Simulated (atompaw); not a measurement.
# Os: generating and testing a PAW (atompaw) potential

Do these settings give a usable potential? It is generated, then checked for scattering, ghosts and hardness.

Method: atompaw 4.2.0.5, PBEsol, scalar-relativistic.

5 further runs of the same task are left out: 2 that didn't finish, 3 set aside as unsound or not needed.

### Step 1. The atom and the settings

The settings as typed:

- element: osmium (Os, Z = 76)
- type: PAW
- frozen core: [Kr] 4d10 4f14
- valence charge: 16
- reference configuration: 5s2 5p6 5d6 6s2 6p0
- partial waves: 5s (bound): rc 1.55 bohr; 6s (bound): rc 2.60 bohr; 5p (bound): rc 2.10 bohr; 6p (bound, empty): rc 2.60 bohr; 5d (bound): rc 2.60 bohr; 5d channel at 0.25 Ry: rc 2.60 bohr; 5f channel at 0.1 Ry: rc 2.60 bohr
- local potential: bessel scheme, radius 2.55 bohr
- core correction: smooth core density matched at 2.50 bohr
- augmentation charge: sinc compensation charge, radius 2.30 bohr; PAW radius 2.60 bohr; waves and projectors: custom polynom vanderbiltortho

The outer shells as boxes (Hund's rule for the drawing; the calculation is spin-unpolarised):

```
[Kr] core
4d [↑↓][↑↓][↑↓][↑↓][↑↓]
4f [↑↓][↑↓][↑↓][↑↓][↑↓][↑↓][↑↓]
5s [↑↓]
5p [↑↓][↑↓][↑↓]
5d [↑↓][↑ ][↑ ][↑ ][↑ ]
6s [↑↓]
6p [  ][  ][  ]
```

An earlier all-electron run gives the scale for the radii.

All-electron outer shells of the reference configuration (PBEsol, scalar-relativistic, ld1.x):

```csv
shell,level (eV),outermost node (bohr),outermost maximum (bohr)
4d,-272.70,0.21,0.44
5s,-91.60,0.51,0.91
4f,-52.02,–,0.40
5p,-50.86,0.55,1.03
5d,-6.29,0.60,1.36
6s,-6.19,1.20,2.48
6p,-1.23,1.44,3.51
```

### Step 2. Generating the potential

Os.input

```
Os 76
GGA-PBESOL scalarrelativistic loggrid 2001 logderivrange -9 5 351
6 6 5 4 0 0
6 1 0
5 2 6
0 0 0
c
c
c
c
v
v
c
c
c
v
v
c
c
v
c
3
2.60 2.30 2.55 2.50
n
n
y
0.25
n
y
0.1
n
custom polynom vanderbiltortho sinc
bessel
1.55
2.60
2.10
2.60
2.60
2.60
2.60
PWSCFOUT
UPFDX 0.0125d0 UPFXMIN -7.d0 UPFZMESH 76.d0
END
```

Run with:

```
$ atompaw < Os.input > Os.log
```

What does the calculation give? Wanted: cutoffs for 10 and 1 mRy, occupied levels; bound ghosts; largest phase difference near zero energy, channels read; lowest eigenvalue of the overlap; share of valence orbitals outside the PAW sphere; UPF file.

The runs gave:

| quantity | value |
| --- | --- |
| cutoffs for 10 and 1 mRy, occupied levels | 30 Ry and 40 Ry |
| bound ghosts | none found |
| largest phase difference near zero energy, channels read | 0.009 rad |
| lowest eigenvalue of the overlap (Bessel basis) | 0.401 (s) |
| share of valence orbitals outside the PAW sphere | 5s 0 %, 6s 59 %, 5p 0 %, 6p 89 %, 5d 15 % |
| UPF file | written |

By its cutoff, 30 Ry for the looser tolerance, it is soft on the atom at that tolerance. It is free of bound ghosts as far as tested. Near zero energy the phases of the channels with partial waves that could be evaluated agree within 0.009 rad. Note that the frozen 4f shell (-52 eV) lies higher than the valence 5s shell (-92 eV).
